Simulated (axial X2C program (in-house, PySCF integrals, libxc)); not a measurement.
**FPtF: the levels of the configuration d8 s0**

Which Ω levels does FPtF have in the configuration d8 s0, and how far apart?

The runs use an in-house X2C program for linear molecules on PySCF integrals; two-component X2C, average-of-configuration Hartree–Fock and CI in the open shells.

All values are calculated.

## (1) Set-up

task.json

```json
{"zs": [9, 78, 9], "q": 0, "bas": ["dyall-av3z", "dyall-v3z", "dyall-av3z"], "r0": 1.87, "metal": 1, "shells": [[2, [0, 1, 2], 8], [0, [0], 0]], "fix": 0, "emax": 3.2, "nroots": 4}
```

Keys: zs atomic numbers; q charge; bas basis sets; r0 starting distance in Å; metal index of the metal atom; shells open shells as [l, |m| values, electrons]; fix electron count of the first shell held; emax energy window in eV; nroots roots for each Ω.

On the command line:

```
python soci.py task.json out
```

Two-component X2C with atomic mean-field Coulomb and Gaunt terms, basis F dyall-av3z, Pt dyall-v3z (cores contracted in-house). Orbitals come from Hartree–Fock averaged over the configuration Pt d8 s0; CI then distributes these electrons over the d, s shells of Pt.

## (2) CI at F–Pt–F held linear, both bonds 1.899 Å

**Question.** What will these runs give? Wanted: lowest level of the model; next level; lowest curve, Re and ωe.

**Answer**, as computed:

```
                 quantity                      value
lowest level of the model  Ω = 1, g∥ = 2.55, 100% d8
               next level     Ω = 0, 174 cm⁻¹ higher
  lowest curve, Re and ωe        1.884 Å, 619.2 cm⁻¹
```

In the lowest level ⟨Sz⟩ = 0.27 and ⟨Lz⟩ = 0.73; its leading determinant has weight 0.76 among 72. From 1.899 to 2.051 Å the gap from the lowest to the fifth level goes from 3920 to 3494 cm⁻¹. Without dynamic correlation distances can be off by several hundredths of an Å, and the wavenumbers are rough. Dynamic correlation is missing, so gaps between terms are too wide and other configurations may lie lower; the lowest level listed is that of this model, not necessarily the ground state. For d shells the ligand-field splittings (σ, π, δ) and their order can be off by a thousand cm⁻¹ or more. At most 4 roots were kept for each Ω > 0 (twice that for Ω = 0) within 3.2 eV of the lowest, so higher up levels can be missing between those listed; levels with Ω > 0 are doubly degenerate and listed once, Ω = 0 levels singly. Some active spinors are only partly of the character that their shell is named for, so the shell names and counts are nominal. States that fill the shells left empty in the average are placed too high. The molecule was held linear; bending was not examined.
